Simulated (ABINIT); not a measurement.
# Ti3Se (P-6m2) in ABINIT: settings compared

Aim: see how the results for Ti3Se move with the level of theory and the settings. Levels: PBE, LDA. Tasks: single point.

Program: ABINIT 10.8.3 (patched build). These are calculated values, not measurements. Logs are shortened: lines on timing, memory, paths and dates and some standing lists are left out, and cuts for length are marked. The log counts tension as positive stress, the text compression.

**1. Starting point**

The structure is hexagonal, space group P-6m2 (No. 187). The conventional cell has a = 3.197 Å, b = 3.197 Å, c = 7.943 Å, α = 90.00°, β = 90.00°, γ = 120.00°. Around Se (site symmetry -6m2) lie 6 Ti at 2.58 Å. Ti (site symmetry -6m2) has 12 Ti at 2.85 to 3.20 Å as nearest neighbours. Ti (site symmetry 3m) has 3 Se at 2.58 Å and 3 Ti at 2.85 Å as nearest neighbours.

The cell comes from a database or a generator and needn't be the stable form of this composition.

**2. Single point, PBE**

Input file run.abi:

```
# Pseudopotentials
pp_dirpath "./"
pseudos "Se.upf, Ti.upf"

# Structure
acell 3.1974455988 3.1974455988 7.942745 Angstrom
rprim
     1.0000000000     0.0000000000     0.0000000000
    -0.5000000000     0.8660254038     0.0000000000
     0.0000000000     0.0000000000     1.0000000000
ntypat 2
znucl 34 22
natom 4
typat 1 2 2 2
xred
     0.0000000000     0.0000000000     0.0000000000
     0.6666666667     0.3333333333     0.5000000000
     0.3333333333     0.6666666667     0.7729020000
     0.3333333333     0.6666666667     0.2270980000

# Plane-wave basis
ecut 1061.244064 eV

# k points
kptopt 1
ngkpt 8 8 3
nshiftk 1
shiftk 0.0 0.0 0.0

# Exchange and correlation
ixc 11

# Bands and occupations
nband 32
occopt 3
tsmear 0.05 eV

# SCF cycle
nstep 100
tolvrs 1.0e-10

# Output
iomode 3
prtwf 0
prtden 0
prteig 0
prtebands 0
prtvol 2
```

Potentials or basis: PseudoDojo NC SR PBE v0.5 standard.

Started as:

```bash
abinit run.abi > log 2>&1
```

run.abo:

```text
.Version 10.8.3 of ABINIT
 Symmetries : space group P-6 m 2 (#187); Bravais hP (primitive hexag.)
================================================================================
 Values of the parameters that define the memory need of the present run
     intxc =       0    ionmov =       0      iscf =       7    lmnmax =       6
     lnmax =       6     mgfft =      90  mpssoang =       3    mqgrid =    4220
     natom =       4  nloc_mem =       1    nspden =       1   nspinor =       1
    nsppol =       1      nsym =      12    n1xccc =    2501    ntypat =       2
    occopt =       3   xclevel =       2
       mpw =        5562          nfft =      116640          nkpt =          20
================================================================================
================================================================================

--------------------------------------------------------------------------------
------------- Echo of variables that govern the present computation ------------
--------------------------------------------------------------------------------
 -outvars: echo values of preprocessed input variables --------
            acell      6.0422964842E+00  6.0422964842E+00  1.5009612738E+01 Bohr
              amu      7.89600000E+01  4.78800000E+01
             ecut      3.90000000E+01 Hartree
              ixc          11
         kptrlatt        8    0    0      0    8    0      0    0    3
          kptrlen      4.50288382E+01
            natom           4
            nband          32
            ngfft          36      36      90
             nkpt          20
            nstep         100
             nsym          12
           ntypat           2
           occopt           3
           prtden           0
        prtebands           0
           prteig           0
           prtvol           2
            prtwf           0
            rprim      1.0000000000E+00  0.0000000000E+00  0.0000000000E+00
                      -5.0000000000E-01  8.6602540380E-01  0.0000000000E+00
                       0.0000000000E+00  0.0000000000E+00  1.0000000000E+00
          spgroup         187
           tolvrs      1.00000000E-10
           tsmear      1.83746611E-03 Hartree
            typat      1  2  2  2
           xangst      0.0000000000E+00  0.0000000000E+00  0.0000000000E+00
                       1.5987227994E+00  9.2302303861E-01  3.9713725000E+00
                      -3.7250048113E-16  1.8460460772E+00  6.1389634960E+00
                      -3.7250048113E-16  1.8460460772E+00  1.8037815040E+00
            xcart      0.0000000000E+00  0.0000000000E+00  0.0000000000E+00
                       3.0211482421E+00  1.7442607509E+00  7.5048063690E+00
                      -7.0392389111E-16  3.4885215018E+00  1.1600959704E+01
                      -7.0392389111E-16  3.4885215018E+00  3.4086530336E+00
             xred      0.0000000000E+00  0.0000000000E+00  0.0000000000E+00
                       6.6666666667E-01  3.3333333333E-01  5.0000000000E-01
                       3.3333333333E-01  6.6666666667E-01  7.7290200000E-01
                       3.3333333333E-01  6.6666666667E-01  2.2709800000E-01
            znucl       34.00000   22.00000

================================================================================

 chkinp: Checking input parameters for consistency.

================================================================================
== DATASET  1 ==================================================================

--- !DatasetInfo
iteration_state: {dtset: 1, }
dimensions: {natom: 4, nkpt: 20, mband: 32, nsppol: 1, nspinor: 1, nspden: 1, mpw: 5562, }
cutoff_energies: {ecut:  39.0, pawecutdg:  -1.0, }
electrons: {nelect:   5.20000000E+01, charge:   0.00000000E+00, occopt:   3.00000000E+00, tsmear:   1.83746611E-03, }
meta: {optdriver: 0, ionmov: 0, optcell: 0, iscf: 7, paral_kgb: 0, }
...

 Exchange-correlation functional for the present dataset will be:
  GGA: Perdew-Burke-Ernzerhof functional - ixc=11
  J.P.Perdew, K.Burke, M.Ernzerhof, PRL 77, 3865 (1996)

 Real(R)+Recip(G) space primitive vectors, cartesian coordinates (Bohr,Bohr^-1):
 R(1)=  6.0422965  0.0000000  0.0000000  G(1)=  0.1655000  0.0955515  0.0000000
 R(2)= -3.0211482  5.2327823  0.0000000  G(2)=  0.0000000  0.1911029  0.0000000
 R(3)=  0.0000000  0.0000000 15.0096127  G(3)=  0.0000000  0.0000000  0.0666240
 Unit cell volume ucvol=  4.7457426E+02 bohr^3
[... 120 lines left out ...]
  1.08E-16 8.50E-17 3.98E-17 1.41E-18 9.86E-19 2.79E-18 1.22E-18 5.62E-19
  2.21E-16 1.52E-16 5.26E-17 3.17E-17 6.19E-17 1.12E-17 8.84E-17 5.83E-17
  1.59E-16 3.94E-17 4.26E-17 2.43E-16 6.07E-17 4.45E-16 2.42E-16 1.54E-15
  4.77E-13 2.09E-13 2.56E-10 9.96E-09 5.07E-10 1.34E-07 6.46E-06 2.79E-05
   0.3750  0.0000  0.0000    1  5.59455E-05 kpt; spin; max resid(k); each band:
  8.98E-17 8.34E-17 2.21E-17 1.97E-18 1.04E-18 2.39E-18 1.38E-18 3.12E-19
[... 68 lines left out ...]
   0.3750  0.1250  0.3333    1  3.36157E-05 kpt; spin; max resid(k); each band:
  7.99E-17 7.83E-17 1.32E-17 1.92E-18 9.35E-19 2.51E-18 1.51E-18 3.08E-19
  2.00E-16 1.48E-16 8.12E-17 3.23E-17 6.69E-17 2.21E-17 1.53E-16 7.30E-17
  1.06E-16 3.82E-17 9.28E-17 1.89E-16 3.68E-16 1.72E-16 2.39E-16 3.99E-16
  1.02E-15 4.33E-15 4.21E-13 1.38E-12 1.07E-09 2.24E-08 1.24E-05 3.36E-05
   0.2500  0.2500  0.3333    1  1.35986E-07 kpt; spin; max resid(k); each band:
  8.16E-17 7.82E-17 1.29E-17 2.03E-18 7.60E-19 2.52E-18 1.45E-18 4.05E-19
  1.99E-16 1.73E-16 8.54E-17 4.92E-17 5.18E-17 2.37E-17 1.24E-16 9.37E-17
  1.12E-16 4.63E-17 1.35E-16 2.14E-16 1.21E-16 2.70E-16 2.86E-16 2.79E-16
  4.74E-16 1.87E-15 1.83E-13 1.18E-12 1.36E-09 2.64E-08 1.26E-07 1.36E-07
   0.3750  0.2500  0.3333    1  7.34245E-05 kpt; spin; max resid(k); each band:
  7.63E-17 7.74E-17 5.76E-18 2.05E-18 7.63E-19 2.47E-18 1.27E-18 5.76E-19
  2.02E-16 1.33E-16 1.09E-16 6.26E-17 2.14E-17 3.15E-17 1.03E-16 1.28E-16
  1.00E-16 4.18E-17 1.35E-16 9.44E-17 2.14E-16 3.63E-16 2.79E-16 5.06E-16
  8.16E-16 1.07E-14 2.67E-13 1.41E-13 1.30E-08 2.46E-07 3.81E-05 7.34E-05
 reduced coordinates (array xred) for    4 atoms
       0.000000000000      0.000000000000      0.000000000000
       0.666666666667      0.333333333333      0.500000000000
       0.333333333333      0.666666666667      0.772902000000
       0.333333333333      0.666666666667      0.227098000000
 rms dE/dt=  6.2930E-05; max dE/dt=  1.5415E-04; dE/dt below (all hartree)
    1       0.000000000000      0.000000000000      0.000000000000
    2       0.000000000000     -0.000000000000      0.000000000000
    3       0.000000000000      0.000000000000     -0.000154147123
    4       0.000000000000      0.000000000000      0.000154147123

 cartesian coordinates (angstrom) at end:
    1      0.00000000000000     0.00000000000000     0.00000000000000
    2      1.59872279940000     0.92302303860977     3.97137250000000
    3     -0.00000000000000     1.84604607721954     6.13896349599000
    4     -0.00000000000000     1.84604607721954     1.80378150401000

 cartesian forces (hartree/bohr) at end:
    1     -0.00000000000000    -0.00000000000000    -0.00000000000000
    2      0.00000000000000     0.00000000000000    -0.00000000000000
    3      0.00000000000000     0.00000000000000     0.00001026989338
    4      0.00000000000000     0.00000000000000    -0.00001026989338
 frms,max,avg= 4.1926664E-06 1.0269893E-05   0.000E+00  0.000E+00  0.000E+00 h/b

 cartesian forces (eV/Angstrom) at end:
    1     -0.00000000000000    -0.00000000000000    -0.00000000000000
    2      0.00000000000000     0.00000000000000    -0.00000000000000
    3      0.00000000000000     0.00000000000000     0.00052809915089
    4      0.00000000000000     0.00000000000000    -0.00052809915089
 frms,max,avg= 2.1559558E-04 5.2809915E-04   0.000E+00  0.000E+00  0.000E+00 e/A
 length scales=  6.042296484221  6.042296484221 15.009612737923 bohr
              =  3.197445598800  3.197445598800  7.942745000000 angstroms
 Fermi (or HOMO) energy (hartree) =   0.34603   Average Vxc (hartree)=  -0.42855
 Eigenvalues (hartree) for nkpt=  20  k points:
 kpt#   1, nband= 32, wtk=  0.00521, kpt=  0.0000  0.0000  0.0000 (reduced coord)
  -1.75041   -1.74971   -1.74370   -1.43932   -1.43932   -1.43929   -1.43839   -1.43839
  -0.88616   -0.88278   -0.87266   -0.87266   -0.87183   -0.87183   -0.86676   -0.86657
  -0.86657   -0.22460    0.10571    0.17080    0.26417    0.29639    0.29639    0.33914
   0.35136    0.35136    0.35673    0.35673    0.37943    0.38485    0.39815    0.39907
      occupation numbers for kpt#   1
   2.00000    2.00000    2.00000    2.00000    2.00000    2.00000    2.00000    2.00000
   2.00000    2.00000    2.00000    2.00000    2.00000    2.00000    2.00000    2.00000
   2.00000    2.00000    2.00000    2.00000    2.00000    2.00000    2.00000    1.95392
   0.10409    0.10409    0.00589    0.00589    0.00000    0.00000    0.00000    0.00000
 kpt#   2, nband= 32, wtk=  0.03125, kpt=  0.1250  0.0000  0.0000 (reduced coord)
  -1.75019   -1.74957   -1.74364   -1.43933   -1.43932   -1.43927   -1.43839   -1.43836
  -0.88558   -0.88292   -0.87371   -0.87356   -0.87306   -0.87210   -0.86742   -0.86671
  -0.86645   -0.21713    0.11454    0.18129    0.25793    0.27361    0.28921    0.32562
   0.34631    0.34937    0.35608    0.36462    0.37536    0.38494    0.39479    0.39701
      occupation numbers for kpt#   2
   2.00000    2.00000    2.00000    2.00000    2.00000    2.00000    2.00000    2.00000
[... 168 lines left out ...]
      occupation numbers for kpt#  19
   2.00000    2.00000    2.00000    2.00000    2.00000    2.00000    2.00000    2.00000
   2.00000    2.00000    2.00000    2.00000    2.00000    2.00000    2.00000    2.00000
   2.00000    2.00000    2.00000    2.00000    2.00000    2.00000    2.00000    2.00000
   2.00000    1.99848    0.77660    0.01084    0.00000    0.00000    0.00000    0.00000
 kpt#  20, nband= 32, wtk=  0.06250, kpt=  0.3750  0.2500  0.3333 (reduced coord)
  -1.74873   -1.74868   -1.74331   -1.43939   -1.43936   -1.43917   -1.43830   -1.43822
  -0.88362   -0.88161   -0.88033   -0.87951   -0.87699   -0.87687   -0.87033   -0.86888
  -0.86702   -0.14856    0.11195    0.15987    0.17400    0.29019    0.29472    0.30113
   0.30968    0.33596    0.34261    0.34928    0.39579    0.40666    0.42568    0.43741
      occupation numbers for kpt#  20
   2.00000    2.00000    2.00000    2.00000    2.00000    2.00000    2.00000    2.00000
   2.00000    2.00000    2.00000    2.00000    2.00000    2.00000    2.00000    2.00000
   2.00000    2.00000    2.00000    2.00000    2.00000    2.00000    2.00000    2.00000
   2.00000    1.99167    1.73104    0.29159    0.00000    0.00000    0.00000    0.00000
 Total charge density [el/Bohr^3]
)     Maximum=    2.4426E+00  at reduced coord.    0.9444    0.8889    0.9778
)Next maximum=    2.4426E+00  at reduced coord.    0.9444    0.0556    0.9778
)     Minimum=    4.6189E-04  at reduced coord.    0.0000    0.0000    0.0000
)Next minimum=    1.3161E-02  at reduced coord.    0.6667    0.3333    0.0000
   Integrated=    5.2000E+01

--- !EnergyTerms
iteration_state     : {dtset: 1, }
comment             : Components of total free energy in Hartree
kinetic             :  1.48949687692533E+02
hartree             :  7.34258230820463E+01
xc                  : -5.04432023609602E+01
Ewald energy        : -1.92931917438375E+02
psp_core            :  8.06204293016829E+00
local_psp           : -2.35050864391432E+02
non_local_psp       : -5.13820614197856E+01
internal            : -2.99370491905806E+02
'-kT*entropy'       : -1.07011300285974E-03
total_energy        : -2.99371562018809E+02
total_energy_eV     : -8.14631520515646E+03
band_energy         : -3.69371706356150E+01
...

 Cartesian components of stress tensor (hartree/bohr^3)
  sigma(1 1)=  7.14775871E-06  sigma(3 2)=  0.00000000E+00
  sigma(2 2)=  7.14775810E-06  sigma(3 1)=  0.00000000E+00
  sigma(3 3)= -8.56108203E-06  sigma(2 1)=  0.00000000E+00

-Cartesian components of stress tensor (GPa)         [Pressure= -5.6238E-02 GPa]
- sigma(1 1)=  2.10294322E-01  sigma(3 2)=  0.00000000E+00
- sigma(2 2)=  2.10294304E-01  sigma(3 1)=  0.00000000E+00
- sigma(3 3)= -2.51875729E-01  sigma(2 1)=  0.00000000E+00

== END DATASET(S) ==============================================================
================================================================================

 -outvars: echo values of variables after computation  --------
            acell      6.0422964842E+00  6.0422964842E+00  1.5009612738E+01 Bohr
           etotal     -2.9937156202E+02
            fcart     -4.9019602947E-28 -3.3447204767E-28 -0.0000000000E+00
                       4.4563275407E-29  1.8010033336E-28 -0.0000000000E+00
                       2.2281637703E-28  7.7185857155E-29  1.0269893383E-05
                       2.2281637703E-28  7.7185857155E-29 -1.0269893383E-05
            rprim      1.0000000000E+00  0.0000000000E+00  0.0000000000E+00
                      -5.0000000000E-01  8.6602540380E-01  0.0000000000E+00
                       0.0000000000E+00  0.0000000000E+00  1.0000000000E+00
           strten      7.1477587079E-06  7.1477580971E-06 -8.5610820347E-06
                       0.0000000000E+00  0.0000000000E+00  0.0000000000E+00
           xangst      0.0000000000E+00  0.0000000000E+00  0.0000000000E+00
                       1.5987227994E+00  9.2302303861E-01  3.9713725000E+00
                      -3.7250048113E-16  1.8460460772E+00  6.1389634960E+00
                      -3.7250048113E-16  1.8460460772E+00  1.8037815040E+00
             xred      0.0000000000E+00  0.0000000000E+00  0.0000000000E+00
                       6.6666666667E-01  3.3333333333E-01  5.0000000000E-01
                       3.3333333333E-01  6.6666666667E-01  7.7290200000E-01
                       3.3333333333E-01  6.6666666667E-01  2.2709800000E-01
 Calculation completed.
```

Wall time 6.3 min (1 thread of Arm Neoverse V1, shared host); peak memory 0.14 GiB.

What came out:

```yaml
Free_energy: -8146.3152 eV
Pressure: -0.1 GPa
Band_gap_on_the_k_mesh: none (metal or under the smearing width)
Valence_electrons_inside_the_program's_atomic_spheres: Se 13.35; Ti 9.46, 9.51
```

Stress tensor (GPa, compression positive):
```
-0.21  0.00  0.00
 0.00 -0.21  0.00
 0.00  0.00  0.25
```

**3. Single point, LDA (cell stretched)**

Input file run.abi:

```
pp_dirpath "./"
pseudos "Se.LDA_PW-JTH.xml, Ti.LDA_PW-JTH.xml"

acell 3.2395220766 3.2395220766 8.0472667889 Angstrom
rprim
     1.0000000000     0.0000000000     0.0000000000
    -0.5000000000     0.8660254038     0.0000000000
     0.0000000000     0.0000000000     1.0000000000
ntypat 2
znucl 34 22
natom 4
typat 1 2 2 2
xcart
     0.0000000000     0.0000000000     0.0000000000
     1.6197610385     0.9351694714     4.0236333944
    -0.0000000002     1.8703389431     6.2197485957
    -0.0000000002     1.8703389431     1.8275181932 Angstrom
chkprim 0
chksymtnons 0
tolsym 1.0e-6

ecut 15.0
pawecutdg 30.0

kptopt 1
ngkpt 8 8 3
nshiftk 1
shiftk 0.0 0.0 0.0

ixc 7

nband 26
occopt 3
tsmear 0.05 eV

nstep 100
tolvrs 1.0e-9

iomode 3
prtwf 0
prtden 0
prteig 0
prtebands 0
enunit 1
prtvol 2
```

Potentials or basis: JTH PAW LDA v2.0.

Started as:

```bash
abinit run.abi > log 2>&1
```

Run time: 34 s. Hardware: 1 thread of Intel Xeon Platinum 8375C at 2.90GHz (Ice Lake), shared host; peak memory 0.1 GiB.

Results (log left out):

* Free energy: -5059.2328 eV
* Pressure: -11.2 GPa
* Largest force: 0.212 eV/Å
* Band gap on the k mesh: none (metal or under the smearing width)
* Valence electrons inside the program's atomic spheres: Se 4.10; Ti 10.06, 10.12

Forces on the atoms (eV/Å):
```
Se   0.000  0.000  0.000
Ti   0.000  0.000  0.000
Ti   0.000  0.000  0.212
Ti   0.000  0.000 -0.212
```

Stress tensor (GPa, compression positive):
```
-10.54   0.00   0.00
  0.00 -10.54   0.00
  0.00   0.00 -12.39
```

Levels at points of the mesh, in eV from the Fermi level:
```tsv
k point	band 19	band 20	band 21	band 22	band 23	band 24
(0.00, 0.00, 0.00)	-0.16	0.13	0.13	0.27	0.27	0.88
(0.50, 0.00, 0.00)	-1.49	-0.61	-0.41	0.17	0.77	0.80
```
